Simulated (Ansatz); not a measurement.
# BH6NO2: the cost of one run

Program: Ansatz 0.2.0. Level of theory: RHF/def2-SVP. These are calculated values, not measurements.

## 1. The starting structure

Bond lengths: N2–H3 1.060 Å, N2–H4 1.060 Å, B1–O5 1.410 Å, O5–H6 1.010 Å, B1–O7 1.410 Å, O7–H8 1.010 Å. Angles: H3–N2–H4 120.0°, B1–O5–H6 109.5°, O5–B1–O7 120.0°, B1–O7–H8 109.5°.

Coordinates:

```xyz
10

B     0.0000    0.0000    0.0000
N     0.0000    0.0000    1.9000
H    -0.8770   -0.2713    2.4300
H     0.8770    0.2713    2.4300
O     1.2211    0.0000   -0.7050
H     1.5209   -0.9519   -0.8599
O    -1.2211    0.0000   -0.7050
H    -1.7308   -0.8467   -0.4965
H    -0.1864    1.4017    0.4698
H    -0.1534    1.1538    1.3606
```

## 2. A restrained relaxation towards end A

Springs on the bonds that form and break draw the guess towards this end; the thresholds are loose.

Input file input.yaml:

```yaml
crystal:
  periodic: [false, false, false]
  atoms:
    - { symbol: B, position_ang: [0.0, 0.0, 0.0] }
    - { symbol: "N", position_ang: [0.0, 0.0, 1.9] }
    - { symbol: H, position_ang: [-0.877, -0.2713, 2.43] }
    - { symbol: H, position_ang: [0.877, 0.2713, 2.43] }
    - { symbol: O, position_ang: [1.2211, 0.0, -0.705] }
    - { symbol: H, position_ang: [1.5209, -0.9519, -0.8599] }
    - { symbol: O, position_ang: [-1.2211, 0.0, -0.705] }
    - { symbol: H, position_ang: [-1.7308, -0.8467, -0.4965] }
    - { symbol: H, position_ang: [-0.1864, 1.4017, 0.4698] }
    - { symbol: H, position_ang: [-0.1534, 1.1538, 1.3606] }
basis:
  gaussian: { orbitals: def2-SVP }
hamiltonian:
  xc: hf
relax:
  f_tol: 0.15
  max_steps: 25
  restrain:
    - { distance: [0, 8], at: 2.39, k: 30.0 }
    - { distance: [9, 1], at: 2.26, k: 30.0 }
    - { distance: [0, 1], at: 1.55, k: 30.0 }
    - { distance: [9, 8], at: 0.66, k: 30.0 }
```

Run with:

```console
$ ansatz run input.yaml --threads 1 --pin off --max-ram 2048MiB --backend cpu --events-out ev --progress --plain --runs-dir out
```

**Question.** How long does this run take on 1 thread of Arm Neoverse V1, shared host, and how much memory does it need?

About 22 s, with a peak of 0.14 GiB.
